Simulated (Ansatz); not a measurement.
# B: the crystal squeezed far

One table from this session's results is given with a row withheld; the runs are named, their logs left out.

Program: Ansatz 0.2.0. Level of theory: DFT PBEsol, with the methods named in each step. These are calculated values, not measurements.

**The system as given**

Symmetry: Fd-3m, No. 227, cubic system. The conventional cell has a = 4.021 Å, b = 4.021 Å, c = 4.021 Å, α = 90.00°, β = 90.00°, γ = 90.00°. Around B (site symmetry -43m) lie 4 B at 1.74 Å.

Coordinates:

```cif
data_structure
_symmetry_space_group_name_H-M 'Fd-3m:1'
_symmetry_Int_Tables_number 227
_cell_length_a 4.0207
_cell_length_b 4.0207
_cell_length_c 4.0207
_cell_angle_alpha 90.000
_cell_angle_beta 90.000
_cell_angle_gamma 90.000
_cell_volume 65.00
loop_
_atom_site_label
_atom_site_type_symbol
_atom_site_symmetry_multiplicity
_atom_site_Wyckoff_symbol
_atom_site_fract_x
_atom_site_fract_y
_atom_site_fract_z
_atom_site_occupancy
B1 B 8 b 0.00000 0.50000 0.00000 1
```

The file gives the conventional cell by its symmetry; the runs use the cell typed in the input.

Whether this phase is the stable one at these pressures isn't tested.

Atoms are numbered in the order of the input: B1, B2.

The first run:

The input, input.yaml:

```yaml
crystal:
  lattice:
    - [0.0, 2.0103628793, 2.0103628793]
    - [2.0103628793, 0.0, 2.0103628793]
    - [2.0103628793, 2.0103628793, 0.0]
  atoms:
    - { symbol: B, position: [-0.125, -0.125, -0.125] }
    - { symbol: B, position: [0.125, 0.125, 0.125] }
kpoints:
  mp_grid: { grid: [18, 18, 18] }
scf:
  occupations: { method: fermi_dirac, width: 0.05 }
hamiltonian:
  xc: pbesol
  pseudopotentials: { kind: paw }
output:
  forces: true
  stress: true
  write_density: true
  write_potential: true
  elf: true
  volumetric_format: npy
relax:
  f_tol: 0.005
  max_steps: 40
  cell: {}
```

Started as:

```console
ansatz run input.yaml --threads 1 --pin off --max-ram 2048MiB --backend cpu --events-out ev --progress --plain --runs-dir out
```

Steps of the session up to this table: Cell relaxed at zero pressure, PAW; Volume scaled by 1, PAW; Volume scaled by 0.9, PAW; Volume scaled by 0.8, PAW; Volume scaled by 0.7, PAW; Volume scaled by 0.6, PAW; Volume scaled by 0.5, PAW; Volume scaled by 0.4, PAW; Volume scaled by 0.4, PAW (level accurate).

One of the session's tables, all rows but one given; the rest of the session is left out.

```
              method  volume over the first  volume (Å³/atom)  pressure (GPa)
                 PAW                      1             8.190            0.03
                 PAW                    0.9             7.371           23.23
                 PAW                    0.8             6.552           60.26
                 PAW                    0.7             5.733          120.81
                 PAW                    0.6                 ?               ?
                 PAW                    0.5             4.095          410.79
                 PAW                    0.4             3.276          780.87
PAW (level accurate)                    0.4             3.276          784.46
```

**Question.** Estimate the row for PAW, 0.6.

**Answer.** volume (Å³/atom): 4.914; pressure (GPa): 223.97. In the column «volume (Å³/atom)» it lies between PAW, 0.5 (4.095) and PAW, 0.7 (5.733).

Caveats from the session: At pressures up to 784 GPa the PAW spheres may overlap and frozen cores may not hold, so those PAW values are rough without an all-electron check.
